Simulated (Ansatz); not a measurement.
# BaSr3Ti4O12: further runs on the relaxed cell

The task here is to estimate one member of a computed series from the others.

Program: Ansatz 0.2.0. Level of theory: DFT r2SCAN, scalar-relativistic, plane waves, PAW. These are calculated values, not measurements.

## Starting point

Symmetry: P4/mmm, No. 123, tetragonal system. Conventional cell: a = 3.929 Å, b = 3.929 Å, c = 15.716 Å, α = 90.00°, β = 90.00°, γ = 90.00°. Around Ba (site symmetry 4/mmm) lie 12 O at 2.78 to 2.84 Å. Sr (site symmetry 4mm) has 12 O at 2.74 to 2.78 Å in its first shell of neighbours. Around Sr (site symmetry 4/mmm) lie 12 O at 2.76 to 2.78 Å. Around Ti (site symmetry 4mm) lie 6 O at 1.94 to 2.02 Å. Ti (site symmetry 4mm) has 6 O at 1.95 to 1.96 Å in its first shell of neighbours. O (site symmetry 2mm) is surrounded by 2 Ti at 1.96 Å and 2 Sr at 2.74 Å and 2 Ba at 2.84 Å. O (site symmetry 2mm) has 2 Ti at 1.96 Å and 4 Sr at 2.76 to 2.77 Å in its first shell of neighbours. O (site symmetry 4/mmm) has 2 Ti at 2.02 Å and 4 Ba at 2.78 Å in its first shell of neighbours. Only part of the 10 independent sites is listed.

Structure file:

```cif
data_structure
_symmetry_space_group_name_H-M 'P4/mmm'
_symmetry_Int_Tables_number 123
_cell_length_a 3.9290
_cell_length_b 3.9290
_cell_length_c 15.7163
_cell_angle_alpha 90.000
_cell_angle_beta 90.000
_cell_angle_gamma 90.000
_cell_volume 242.62
loop_
_atom_site_label
_atom_site_type_symbol
_atom_site_symmetry_multiplicity
_atom_site_Wyckoff_symbol
_atom_site_fract_x
_atom_site_fract_y
_atom_site_fract_z
_atom_site_occupancy
Ba1 Ba 1 a 0.00000 0.00000 0.00000 1
Sr1 Sr 2 g 0.00000 0.00000 0.25238 1
Sr2 Sr 1 b 0.00000 0.00000 0.50000 1
Ti1 Ti 2 h 0.50000 0.50000 0.12879 1
Ti2 Ti 2 h 0.50000 0.50000 0.37617 1
O1 O 4 i 0.00000 0.50000 0.13041 1
O2 O 4 i 0.00000 0.50000 0.37620 1
O3 O 1 c 0.50000 0.50000 0.00000 1
O4 O 2 h 0.50000 0.50000 0.25223 1
O5 O 1 d 0.50000 0.50000 0.50000 1
```

It goes back to an entry of the Materials Project, which need not be the stable form.

It is the result of an earlier relaxation at this level (volume 12.13 Å³/atom; gap on the mesh: 2.23 eV).

The first run:

Input file input.yaml:

```yaml
crystal:
  lattice:
    - [3.8893416174, 0.0, 0.0]
    - [0.0, 3.8893416174, 0.0]
    - [0.0, 0.0, 15.5575178071]
  atoms:
    - { symbol: Ba, position: [0.0, 0.0, 0.0] }
    - { symbol: Sr, position: [0.0, 0.0, 0.2523776139] }
    - { symbol: Sr, position: [0.0, 0.0, 0.5] }
    - { symbol: Sr, position: [0.0, 0.0, 0.7476223861] }
    - { symbol: Ti, position: [0.5, 0.5, 0.1287891565] }
    - { symbol: Ti, position: [0.5, 0.5, 0.3761714102] }
    - { symbol: Ti, position: [0.5, 0.5, 0.6238285898] }
    - { symbol: Ti, position: [0.5, 0.5, 0.8712108435] }
    - { symbol: O, position: [0.0, 0.5, 0.1304055906] }
    - { symbol: O, position: [0.0, 0.5, 0.3762031835] }
    - { symbol: O, position: [0.0, 0.5, 0.6237968165] }
    - { symbol: O, position: [0.0, 0.5, 0.8695944094] }
    - { symbol: O, position: [0.5, 0.5, 0.0] }
    - { symbol: O, position: [0.5, 0.5, 0.2522251194] }
    - { symbol: O, position: [0.5, 0.5, 0.5] }
    - { symbol: O, position: [0.5, 0.5, 0.7477748806] }
    - { symbol: O, position: [0.5, 0.0, 0.1304055906] }
    - { symbol: O, position: [0.5, 0.0, 0.3762031835] }
    - { symbol: O, position: [0.5, 0.0, 0.6237968165] }
    - { symbol: O, position: [0.5, 0.0, 0.8695944094] }
basis:
  ecutwfc: 500
kpoints:
  mp_grid: { grid: [8, 8, 2] }
hamiltonian:
  xc: r2scan
scf:
  occupations: { method: gaussian, width: 0.02 }
output:
  forces: true
  stress: true
  eigenvalues: true
relax:
  adjacent_minimum: "off"
  f_tol: 0.01
  max_steps: 30
  cell: { stress_tol: 0.1, fix: [volume] }
```

Started as:

```console
$ ansatz run input.yaml --threads 4 --pin off --max-ram 10240MiB --backend cpu --events-out ev --progress --plain --runs-dir out
```

Among the steps run: Point at V/V0 = 0.97; Volume × 1.03; Point at V/V0 = 0.94; Volume × 1.06; The cell scaled to 0.91 of its volume; Point at V/V0 = 1.10; Volume × 0.88.

One of the session's tables, all rows but one given; the rest of the session is left out.

It belongs to the step «Fit of the equation of state». 

| volume (Å³/atom) | energy above the lowest point (meV/atom) | pressure (GPa) | gap on the mesh (eV) |
| --- | --- | --- | --- |
| 10.675 | 128.1 | 31.59 | 2.48 |
| 11.039 | 67.9 | 21.67 | 2.42 |
| 11.403 | 28.5 | 13.26 | 2.35 |
| 11.767 | 6.8 | 6.10 | 2.29 |
| 12.131 | 0.0 | 0.02 | 2.23 |
| 12.495 | ? | ? | ? |
| 12.859 | 22.8 | -9.55 | 2.10 |
| 13.344 | 59.4 | -14.40 | 2.01 |

Estimate the missing values for volume (Å³/atom) = 12.495.

Worked estimate for «energy above the lowest point (meV/atom)». A straight line through the neighbours (12.131, 0.0) and (12.859, 22.8) gives 0.0 + (22.8 − 0.0) × (12.495 − 12.131) / (12.859 − 12.131) = 11.4; a parabola fitted to 4 rows on both sides gives 6.2.

The run gave: energy above the lowest point (meV/atom): 6.0; pressure (GPa): -5.15; gap on the mesh (eV): 2.16. In «energy above the lowest point (meV/atom)» the line misses by +5.4 and the parabola by +0.2.
